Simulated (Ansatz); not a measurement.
CH5NOTe, SMILES NC(O)[TeH]: a rigid torsion scan, run with Ansatz 0.2.0, Python API.

`ch5note_torsion.py`
```python
"""Rigid torsion scan of CH5NOTe."""

import warnings

import ansatz as az
from ase import Atoms

config = {
    "basis": "def2-SVP",
    "functional": "PBE0",
    "vdw": "d3bj",
    "fmax": 0.02,
}

warnings.simplefilter("ignore", az.DeckWarning)

atoms = Atoms(["N", "C", "O", "Te", "H", "H", "H", "H", "H"], positions=[
    (0.4801, 0.9307, -0.7129),
    (0.3473, -0.269, 0.0337),
    (0.763, -1.325, -0.7777),
    (-1.6055, -0.6175, 0.6612),
    (-0.2407, 0.91, -1.5394),
    (0.1103, 1.7713, -0.1081),
    (1.0236, -0.1778, 0.9415),
    (0.8651, -2.1059, -0.1796),
    (-1.6546, 0.8367, 1.6642),
])

# start the scan from a relaxed geometry
first = (
    az.Crystal.molecule_from_ase(atoms).calculation()
    .basis(gaussian=config["basis"])
    .functional(config["functional"], dispersion=config["vdw"])
    .relax(force_tolerance=config["fmax"], max_steps=80)
)
atoms.positions = first.run(threads=1).report["positions_ang"]

start = atoms.get_dihedral(0, 1, 2, 7)
energies = {}
for turn in range(0, 360, 30):
    turned = atoms.copy()
    turned.set_dihedral(0, 1, 2, 7, start + turn, indices=[2, 7])
    calculation = (
        az.Crystal.molecule_from_ase(turned).calculation()
        .basis(gaussian=config["basis"])
        .functional(config["functional"], dispersion=config["vdw"])
    )
    energies[round((start + turn) % 360)] = calculation.run(threads=1).report["free_energy_ev"]
floor = min(energies.values())
print("dihedral N0-C1-O2-H7 (deg)   E - E(min) (eV)")
for angle, e in sorted(energies.items()):
    print(f"{angle:8d} {(e - floor):14.3f}  " + "#" * int(30 * (e - floor) / max(max(energies.values()) - floor, 1e-9)))
```

Where along the turn do the lowest and the highest point lie, and how far apart are they?

The lowest point is at 184° and the highest at 274°, 0.240 eV (23.2 kJ/mol) above it, with the rest of the molecule held.

The output:

```console
$ python ch5note_torsion.py
dihedral N0-C1-O2-H7 (deg)   E - E(min) (eV)
       4          0.165  ####################
      34          0.109  #############
      64          0.131  ################
      94          0.174  #####################
     124          0.153  ###################
     154          0.060  #######
     184          0.000
     214          0.074  #########
     244          0.207  #########################
     274          0.240  ##############################
     304          0.223  ###########################
     334          0.218  ###########################
```

What to keep in mind:
- The scan is rigid and the energies are electronic, in a modest basis. With rigid groups the curve can differ much from the relaxed path, the start wasn't checked as a minimum of this torsion, and equivalent turns needn't return to the same energy.
- def2 sets replace the cores of elements past krypton by effective core potentials.
- Timing: 2.1 min on 1 thread of Arm Neoverse V1 (shared host), peak memory 0.28 GiB.
